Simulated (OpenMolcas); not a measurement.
**Sc²⁺ among point charges: CASSCF levels and susceptibility**

How does a field of 6 point charges split the states of Sc²⁺, and what χT follows?

Program: OpenMolcas 26.06. Level of theory: state-averaged CASSCF, spin-orbit coupling by RASSI with atomic mean-field integrals. These are calculated values, not measurements, unless marked.

1 further run of the same task is left out (it didn't finish).

## Step 1: The atom as given

| Property | Result |
| --- | --- |
| Species | Sc²⁺ (scandium, Z = 21, 19 electrons) |
| Basis | ANO-RCC-VDZP [5s4p2d1f], 34 functions |
| Scalar Hamiltonian | DKH2, point nucleus |
| Inactive shells | 1s 2s 2p 3s 3p |
| Active space | 1 electron in 5 orbitals (3d) |
| Some configurations of this space | 3d |
| Orbitals | optimised for each spin and parity, averaged over all roots |

Outer shells as boxes (Hund's rule):

3d
```
3d [↑ ][  ][  ][  ][  ]
```

The ion sits among 6 point charges of -2 e arranged as a trigonal antiprism (D3d), 1.67 Å from the ion, with a polar angle of 59.7° against the regular 54.74°. The active orbitals were held to one l.

The work runs as a chain of OpenMolcas steps in one folder; each step below is one input file. Labels, J, g values, rates, χT and fits are worked out afterwards by a script from the matrices that RASSI stores. The input lists half of the charges; inversion (Group=XYZ) makes the rest.

## Step 2: Basis and integrals

Contents of a.inp:

```
&GATEWAY
Coord
1

Sc 0.0 0.0 0.0
Basis=ANO-RCC-VDZP
Group=XYZ
NoMove
AngMom=0.0 0.0 0.0
AMFI
XField
3 Angstrom 0
0.000000 1.441309 0.843522 -2.000000
1.248210 -0.720654 0.843522 -2.000000
1.248210 0.720654 -0.843522 -2.000000
&SEWARD
```

Run with:

```console
$ OMP_NUM_THREADS=1 MOLCAS_MEM=1689 MOLCAS_PROJECT=a pymolcas a.inp > a.log
```

## Step 3: Reference wave functions, doublets of even parity, 5 roots

Contents of a.inp:

```
&RASSCF
FileOrb=start.orb
Symmetry=1
Spin=2
nActEl=1 0 0
Inactive=3 6
Ras2=5 0
CIRoot=5 5 1
SDav=5
CIMx=300
Iter=120 100
PrWF=0.3
OrbListing=Nothing
MaxOrb=0
SupSym
1
10 4 5 6 7 8 11 12 13 14 15
0
>>> COPY $Project.JobIph JOB001
```

start.orb holds the contracted functions of the basis, ordered by shell, or the orbitals of the step before.

## Step 4: RASSI: spin-orbit coupling between the states

Contents of a.inp:

```
&RASSI
NrOfJobIphs=1 5
1 2 3 4 5
IphNames
JOB001
EJob
SpinOrbit
DIPRint=1.0
SOCoupling=1000.0
Subsets=2
Property=9
'ANGMOM' 1 'ANGMOM' 2 'ANGMOM' 3 'MLTPL  1' 1 'MLTPL  1' 2 'MLTPL  1' 3
'AMFI' 1 'AMFI' 2 'AMFI' 3
SOProperty=3
'ANGMOM' 1 'ANGMOM' 2 'ANGMOM' 3
```

What does the calculation give? Wanted: spin-free ground state; first state of the same spin within the active space; lowest level; next level.

**Answer**, as computed:

| quantity | value |
| --- | --- |
| method | CASSCF |
| spin-free ground state | 2A1, 1-fold in its orbital part |
| first state of the same spin within the active space | 2E at 9060 cm⁻¹ |
| lowest level | 2-fold E1/2, g = 1.99, 1.99, 2.00 |
| next level | 9054.3 cm⁻¹ |
| χT at 300 K | 0.39 cm³ K/mol |
| effective moment at 300 K | 1.77 μB |

**Reading.** The spin-free ground state (2A1) comes to 100 % from free-ion D terms and keeps the highest spin of the shell. χT at 300 K is 0.39, against 0.38 cm³ K/mol for the spin alone; near agreement at one temperature doesn't show that the orbital moment is quenched. The field of point charges can differ much from that of real complexes. Point charges carry no covalency, so the field is a model and not that of real ligands.
